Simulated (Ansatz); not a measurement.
**CH6BGaO: basis-set convergence**

How large a basis does CH6BGaO need? Two functionals are run in growing sets.

Method: one geometry, several basis sets; program: Ansatz 0.2.0, Gaussian basis.

Plan: PBE0-D4/def2-SVP; ωB97M-V/def2-SVP; PBE0-D4/def2-QZVPP; ωB97M-V/def2-QZVPP; the functionals' def2-TZVPP values are taken from earlier runs.

## Step 1: The geometry

All runs share one geometry, relaxed beforehand with PBE0-D4 in a triple-zeta def2 set.

SMILES `BC[O][GaH2]`, 10 atoms, charge 0, spin multiplicity 1.

Atoms are counted from 1 here; the program's logs count them from 0.

Bond lengths: B1–C2 1.546 Å, B1–H5 1.200 Å, B1–H6 1.197 Å, C2–O3 1.407 Å, C2–H7 1.109 Å, C2–H8 1.104 Å, O3–Ga4 1.786 Å, Ga4–H9 1.565 Å, Ga4–H10 1.555 Å. Angles: C2–B1–H5 121.8°, C2–B1–H6 118.7°, H5–B1–H6 119.5°, B1–C2–O3 119.7°, B1–C2–H7 103.6°, B1–C2–H8 109.7°, O3–C2–H7 108.2°, O3–C2–H8 111.6°, H7–C2–H8 102.3°, C2–O3–Ga4 122.4°, O3–Ga4–H9 116.6°, O3–Ga4–H10 113.7°, H9–Ga4–H10 129.7°.

## Step 2: PBE0-D4 in def2-SVP

in.yaml reads:

```yaml
crystal:
  periodic: [false, false, false]
  atoms:
    - {symbol: B, position_ang: [-0.400823, 1.445636, 0.120919]}
    - {symbol: C, position_ang: [-0.976457, 0.071913, -0.293621]}
    - {symbol: O, position_ang: [-0.423996, -1.105665, 0.242351]}
    - {symbol: Ga, position_ang: [1.334183, -1.420889, 0.249236]}
    - {symbol: H, position_ang: [0.469029, 1.544760, 0.941168]}
    - {symbol: H, position_ang: [-0.871040, 2.435310, -0.362070]}
    - {symbol: H, position_ang: [-2.039770, 0.129297, 0.017557]}
    - {symbol: H, position_ang: [-1.056773, 0.018408, -1.393711]}
    - {symbol: H, position_ang: [2.231799, -0.396472, -0.522191]}
    - {symbol: H, position_ang: [1.733848, -2.722297, 1.000382]}
basis:
  gaussian: {orbitals: def2-SVP}
hamiltonian: {xc: pbe0, dispersion: d4}
output: {orbitals: {seedname: orbitals}}
```

Run with:

```sh
$ ansatz run in.yaml --threads 4 --pin off --events-out ev --progress --plain --max-ram 10444MiB
```

After this run come: ωB97M-V in def2-SVP; PBE0-D4 in def2-QZVPP; ωB97M-V in def2-QZVPP.

**Question.** What will the summary of the whole plan be? Wanted: PBE0-D4: double and triple zeta above quadruple; ωB97M-V: double and triple zeta above quadruple.

The runs gave:

| quantity | value |
| --- | --- |
| PBE0-D4: double and triple zeta above quadruple | 12.59, 1.43 eV |
| ωB97M-V: double and triple zeta above quadruple | 12.73, 1.38 eV |

In words: For PBE0-D4 the step from double to triple zeta gains 11.16 eV and the next only 1.43 eV. These are total energies; as a rule much of such shifts cancels in differences, which this series doesn't test.
